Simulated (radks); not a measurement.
# Tl⁵⁷⁺ in [Ne] 3s2 3p4 3d6 4d2: an all-electron calculation

The task here is to estimate one member of a computed series from the others.

Program: radks (a radial shooting solver on a logarithmic mesh, Libxc functionals) version 1. Level of theory: Dirac Kohn-Sham, PBE, spin-unpolarised, spherical densities, finite nucleus; open shells fill j = l - 1/2 first. These are calculated values, not measurements, unless marked.

### The system

```
element            : thallium (Z = 81)
charge             : +57
electrons          : 24
configuration      : [Ne] 3s2 3p4 3d6 4d2
nuclear rms radius : 5.4759 fm
```

The first run:

Settings of this run:

```text
Z 81
configuration [Ne] 3s2 3p4 3d6 4d2 4s0 4p0
relativity Dirac
functional pbe,pbe
spin unpolarised
j_filling energy
nucleus finite rms 5.4759 fm
c 137.035999084
```

Steps of the session up to this table: Self-consistent calculation.

One of the session's tables, all rows but one given; the rest of the session is left out.

It belongs to the step «Shells». From the orbitals of this run (lengths in bohr):

```
level      <r>  outermost maximum (interpolated)  90 % within  nodes
1s1/2  0.01632                            0.0100       0.0299      0
2s1/2  0.06772                            0.0582        0.106      1
2p1/2        ?                                 ?            ?      ?
2p3/2  0.06422                            0.0502        0.104      0
3s1/2   0.1696                             0.160        0.248      2
3p1/2   0.1595                             0.149        0.239      1
3p3/2   0.1733                             0.163        0.258      1
3d3/2   0.1491                             0.125        0.229      0
3d5/2   0.1534                             0.129        0.234      0
4s1/2   0.3272                             0.328        0.463      3
4p1/2   0.3202                             0.321        0.458      2
4p3/2   0.3394                             0.341        0.483      2
4d3/2   0.3207                             0.319        0.466      1
4d5/2   0.3261                             0.324        0.473      1
```

Estimate the missing values for 2p1/2.

The run gave: <r>: 0.05556; outermost maximum (interpolated): 0.0426; 90 % within: 0.0928; nodes: 0. In the column «<r>» it lies between 1s1/2 (0.01632) and 2p3/2 (0.06422).
